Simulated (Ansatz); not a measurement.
# CH₆BClGe: one species, many methods

How much do the methods differ for CH₆BClGe? The plan is to run it at one geometry with functionals of several rungs and with coupled cluster. The yardstick is the atomisation energy at the CCSD(T) limit.

Program: Ansatz 0.2.0, Gaussian basis. Level of theory: functionals in def2-TZVPP, the program's frozen cores in correlated methods. These are calculated values, not measurements.

The runs, in order: LDA (SPW92), PBE-D4, revPBE-D4, BLYP-D4, r2SCAN-D4, B97M-V, PBE0-D4, B3LYP-D4, r2SCANh-D4, r2SCAN0-D4, HSE06-D4, BHLYP-D4, CAM-B3LYP-D4, LC-ωPBE, ωB97X-V, ωB97M-V, B2PLYP, PBE-QIDH; CCSD(T)/def2-SVP; CCSD(T)/def2-TZVPP; MP2/def2-QZVPP; extrapolation to the limit; RPA on PBE.

## Step 1: Structure used throughout

The geometry comes from an earlier relaxation with PBE0-D4 in a triple-zeta def2 set; it is a stationary point, not always the lowest conformer.

SMILES `B[CH2][GeH2][Cl]`, 10 atoms, charge 0, spin multiplicity 1.

Atoms are counted from 1 here; the program's logs count them from 0.

Bond lengths: B1–C2 1.534 Å, B1–H5 1.198 Å, B1–H6 1.198 Å, C2–Ge3 1.971 Å, C2–H7 1.093 Å, C2–H8 1.093 Å, Ge3–Cl4 2.160 Å, Ge3–H9 1.534 Å, Ge3–H10 1.534 Å. Angles: C2–B1–H5 120.6°, C2–B1–H6 120.6°, H5–B1–H6 118.7°, B1–C2–Ge3 106.9°, B1–C2–H7 115.5°, B1–C2–H8 115.5°, Ge3–C2–H7 103.2°, Ge3–C2–H8 103.3°, H7–C2–H8 110.8°, C2–Ge3–Cl4 106.0°, C2–Ge3–H9 112.6°, C2–Ge3–H10 112.7°, Cl4–Ge3–H9 106.5°, Cl4–Ge3–H10 106.5°, H9–Ge3–H10 112.0°.

## Step 2: LDA

This LDA is Slater exchange with PW92 correlation.

in.yaml

```yaml
crystal:
  periodic: [false, false, false]
  atoms:
    - {symbol: B, position_ang: [-1.533398, 0.523298, -0.064925]}
    - {symbol: C, position_ang: [-0.455429, -0.469572, -0.518477]}
    - {symbol: Ge, position_ang: [1.209325, 0.030515, 0.410064]}
    - {symbol: Cl, position_ang: [2.705958, -1.377057, -0.255318]}
    - {symbol: H, position_ang: [-1.691111, 1.559288, -0.644839]}
    - {symbol: H, position_ang: [-2.182326, 0.311317, 0.919180]}
    - {symbol: H, position_ang: [-0.611329, -1.506324, -0.210963]}
    - {symbol: H, position_ang: [-0.179712, -0.415390, -1.574279]}
    - {symbol: H, position_ang: [1.107330, -0.129872, 1.931789]}
    - {symbol: H, position_ang: [1.713792, 1.422596, 0.010770]}
basis:
  gaussian: {orbitals: def2-TZVPP}
hamiltonian: {xc: lda}
output: {orbitals: {seedname: orbitals}}
```

Launch:

```console
ansatz run in.yaml --threads 4 --pin off --events-out ev --progress --plain --max-ram 10444MiB
```

Further steps of the session: PBE-D4 (GGA); revPBE-D4 (GGA); BLYP-D4 (GGA); r2SCAN-D4 (meta-GGA); B97M-V (meta-GGA); B3LYP-D4 (hybrid); r2SCANh-D4 (hybrid); r2SCAN0-D4 (hybrid); HSE06-D4 (hybrid); BHLYP-D4 (hybrid); CAM-B3LYP-D4 (range-separated); LC-ωPBE (range-separated); ωB97X-V (range-separated); ωB97M-V (range-separated); B2PLYP (double hybrid); PBE-QIDH (double hybrid); CCSD(T) in def2-SVP; CCSD(T) in def2-TZVPP; MP2 in def2-QZVPP; RPA on PBE orbitals.

**Question.** What will the summary of the whole plan be? Wanted: atomisation energy, CCSD(T)/CBS; farthest beyond LDA; mean size of error, GGA; mean size of error, meta-GGA; mean size of error, hybrid; mean size of error, range-separated; mean size of error, double hybrid; gap, smallest and largest; T1 diagnostic.

The runs gave:

| quantity | value |
| --- | --- |
| atomisation energy, CCSD(T)/CBS | 3281.7 kJ/mol |
| functionals within 32.8 kJ/mol (1.0 %) | PBE-D4, r2SCAN-D4, PBE0-D4, B3LYP-D4, r2SCANh-D4, r2SCAN0-D4, HSE06-D4, CAM-B3LYP-D4, LC-ωPBE, ωB97X-V, ωB97M-V, PBE-QIDH |
| farthest beyond LDA | BHLYP-D4 (-51.0 kJ/mol) |
| mean size of error, GGA | 36.1 kJ/mol |
| mean size of error, meta-GGA | 29.1 kJ/mol |
| mean size of error, hybrid | 13.1 kJ/mol |
| mean size of error, range-separated | 12.2 kJ/mol |
| mean size of error, double hybrid | 18.2 kJ/mol |
| gap, smallest and largest | 4.34 eV (LDA (SPW92)), 11.67 eV (LC-ωPBE) |
| T1 diagnostic | 0.0103 |
| triples share of the correlation energy | 3.7 % |

What this shows: LDA overbinds by 401.4 kJ/mol (12 %). PBE-D4 is off by +18.5 kJ/mol. Double hybrids carry the basis error of their MP2 part in triple zeta, and no dispersion term here, so their miss is partly the set-up's. The rungs range-separated, hybrid, double hybrid, meta-GGA miss on average by less than the doubt on the reference (32.8 kJ/mol), so they tie. Misses under about 32.8 kJ/mol are within the doubt on the reference itself, which lacks core-valence correlation, relativity and higher excitations, and its outer-core shells are covered unevenly. Hartree-Fock recovers 77 % of the binding; the rest is correlation. CCSD(T) in def2-SVP is off by -170.7 kJ/mol, so the small basis spoils what the method gains. The gap grows from 4.3 to 11.7 eV across the functionals, mostly with the share of exact exchange. Correlated methods include outer-core shells of Ge, which these sets cover unevenly.
